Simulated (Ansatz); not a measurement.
# Sb (Sb (111), 3 layers): how the settings move a single-point run

Aim: see which settings change the result for Sb (Sb (111), 3 layers), by how much, and at what cost.

Method: reference: DFT, PBEsol, PAW with Ansatz's default frozen-core files, scalar-relativistic, in Ansatz 0.2.0.

## 1. The starting structure

The structure is trigonal, space group P-3m1 (No. 164). Conventional cell: a = 3.334 Å, b = 3.334 Å, c = 21.444 Å, α = 90.00°, β = 90.00°, γ = 120.00°. Sb (site symmetry 3m) is surrounded by 9 Sb at 3.26 to 3.33 Å. Sb (site symmetry -3m) has 12 Sb at 3.26 to 3.33 Å as nearest neighbours.

Structure file:

```cif
data_structure
_symmetry_space_group_name_H-M 'P-3m1'
_symmetry_Int_Tables_number 164
_cell_length_a 3.3338
_cell_length_b 3.3338
_cell_length_c 21.4441
_cell_angle_alpha 90.000
_cell_angle_beta 90.000
_cell_angle_gamma 120.000
_cell_volume 206.41
loop_
_atom_site_label
_atom_site_type_symbol
_atom_site_symmetry_multiplicity
_atom_site_Wyckoff_symbol
_atom_site_fract_x
_atom_site_fract_y
_atom_site_fract_z
_atom_site_occupancy
Sb1 Sb 2 d 0.66667 0.33333 0.87724 1
Sb2 Sb 1 a 0.00000 0.00000 0.00000 1
```

## 2. The reference run

input.yaml

```yaml
crystal:
  lattice:
    - [3.3338465302, 0.0, 0.0]
    - [-1.6669232651, 2.8871957875, 0.0]
    - [0.0, 0.0, 21.4441]
  atoms:
    - { symbol: Sb, position: [0.1666666667, 0.3333333333, 0.3772379733] }
    - { symbol: Sb, position: [0.5, 1.0, 0.5000000002] }
    - { symbol: Sb, position: [0.8333333333, 0.6666666667, 0.6227620261] }
  periodic: [true, true, false]
kpoints:
  mp_grid: { grid: [11, 11, 1] }
scf:
  occupations: { method: fermi_dirac, width: 0.1 }
hamiltonian:
  xc: pbesol
  pseudopotentials: { kind: paw }
output:
  forces: true
  stress: true
  eigenvalues: true
  write_density: true
  write_potential: true
  elf: true
  volumetric_format: npy
```

On the command line:

```
> ansatz run input.yaml --threads 1 --pin off --max-ram 3584MiB --backend cpu --events-out ev --progress --plain --runs-dir out
```

## 3. Changed: xc lda

Changes to input.yaml since step 2:

```diff
@@ -15,3 +15,3 @@
 hamiltonian:
-  xc: pbesol
+  xc: lda
   pseudopotentials: { kind: paw }
```

Before running it: what results should come out? Wanted: for each run, ending; energy change; gap; force.

**Answer**, as computed:

```csv
run,ending,energy change,gap (eV),force (eV/Å),cycles,time
reference,converged,-,0.00,0.00,6,12 s
1: xc lda,converged,not comparable,0.00,0.08,7,10 s
```

Residual by cycle in the longest SCF loop of each run; runs are numbered as in the table. The quantity is the density residual dr2, in eV.

```csv
cycle,reference,run 1
1,0.0182,0.0303
2,0.00177,0.00422
3,5.2e-4,7.4e-4
4,2.3e-5,2.3e-5
5,3.2e-6,4.7e-6
6,9.1e-8,1.3e-7
7,-,5.7e-9
```

**Reading.** A change of functional puts the total energy on another scale; the largest force goes from 0.00 to 0.08 eV/Å. Semilocal functionals close small gaps, so the missing gap need not be the real solid's.
